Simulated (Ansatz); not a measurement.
**CH₆AlNSeSi: basis-set convergence**

One table from this session's results is given with a row withheld; the runs are named, their logs left out.

The runs use Ansatz 0.2.0, Gaussian basis; one geometry, several basis sets.

Levels to be run: PBE0-D4/def2-SVP; ωB97M-V/def2-SVP; PBE0-D4/def2-QZVPP; ωB97M-V/def2-QZVPP; the functionals' def2-TZVPP values are taken from earlier runs.

**Structure used throughout**

All runs share one geometry, relaxed beforehand with PBE0-D4 in a triple-zeta def2 set.

11 atoms, charge 0, spin multiplicity 1.

Atoms are counted from 1 here; the program's logs count them from 0.

Bond lengths: C1–Si2 1.866 Å, C1–H6 1.094 Å, C1–H7 1.093 Å, C1–H8 1.090 Å, Si2–N3 1.712 Å, Si2–Al4 2.336 Å, Si2–Se5 2.387 Å, N3–H9 1.009 Å, N3–H10 1.007 Å, Al4–Se5 2.298 Å, Al4–H11 1.579 Å. Angles: Si2–C1–H6 110.1°, Si2–C1–H7 110.6°, Si2–C1–H8 110.7°, H6–C1–H7 108.4°, H6–C1–H8 108.0°, H7–C1–H8 109.0°, C1–Si2–N3 106.5°, C1–Si2–Al4 127.1°, C1–Si2–Se5 110.1°, N3–Si2–Al4 124.9°, N3–Si2–Se5 117.7°, Al4–Si2–Se5 58.2°, Si2–N3–H9 120.0°, Si2–N3–H10 121.0°, H9–N3–H10 111.3°, Si2–Al4–Se5 62.0°, Si2–Al4–H11 162.0°, Se5–Al4–H11 135.9° and more.

Set-up of the first run:

in.yaml reads:

```yaml
crystal:
  periodic: [false, false, false]
  atoms:
    - {symbol: C, position_ang: [-1.153795, 0.535968, 1.074825]}
    - {symbol: Si, position_ang: [0.151218, -0.122363, -0.085728]}
    - {symbol: N, position_ang: [1.654850, 0.079311, 0.708203]}
    - {symbol: Al, position_ang: [-0.189372, -1.425113, -1.994756]}
    - {symbol: Se, position_ang: [-0.103027, 0.857553, -2.247421]}
    - {symbol: H, position_ang: [-0.944652, 1.581299, 1.322015]}
    - {symbol: H, position_ang: [-1.169913, -0.041624, 2.002215]}
    - {symbol: H, position_ang: [-2.139935, 0.490551, 0.611932]}
    - {symbol: H, position_ang: [1.806385, 0.877001, 1.306624]}
    - {symbol: H, position_ang: [2.512947, -0.223226, 0.277721]}
    - {symbol: H, position_ang: [-0.359309, -2.666356, -2.955030]}
basis:
  gaussian: {orbitals: def2-SVP}
hamiltonian: {xc: pbe0, dispersion: d4}
output: {orbitals: {seedname: orbitals}}
```

Run with:

```console
$ ansatz run in.yaml --threads 4 --pin off --events-out ev --progress --plain --max-ram 10444MiB
```

Steps of the session up to this table: PBE0-D4 in def2-SVP; ωB97M-V in def2-SVP; PBE0-D4 in def2-QZVPP; ωB97M-V in def2-QZVPP.

One table of the session follows, with a row left open; its other results are not shown here.

It belongs to the step «Functionals by basis». 

```
functional       basis  HOMO (eV)  LUMO (eV)
   PBE0-D4    def2-SVP      -6.03      -1.56
   PBE0-D4  def2-TZVPP      -6.08      -1.65
   PBE0-D4  def2-QZVPP          ?          ?
   ωB97M-V    def2-SVP      -7.90       0.16
   ωB97M-V  def2-TZVPP      -7.98       0.01
   ωB97M-V  def2-QZVPP      -8.00      -0.12
```

Estimate the missing values for PBE0-D4, def2-QZVPP.

As computed: HOMO (eV): -6.10; LUMO (eV): -1.68. In the column «HOMO (eV)» it lies between ωB97M-V, def2-SVP (-7.90) and PBE0-D4, def2-TZVPP (-6.08).
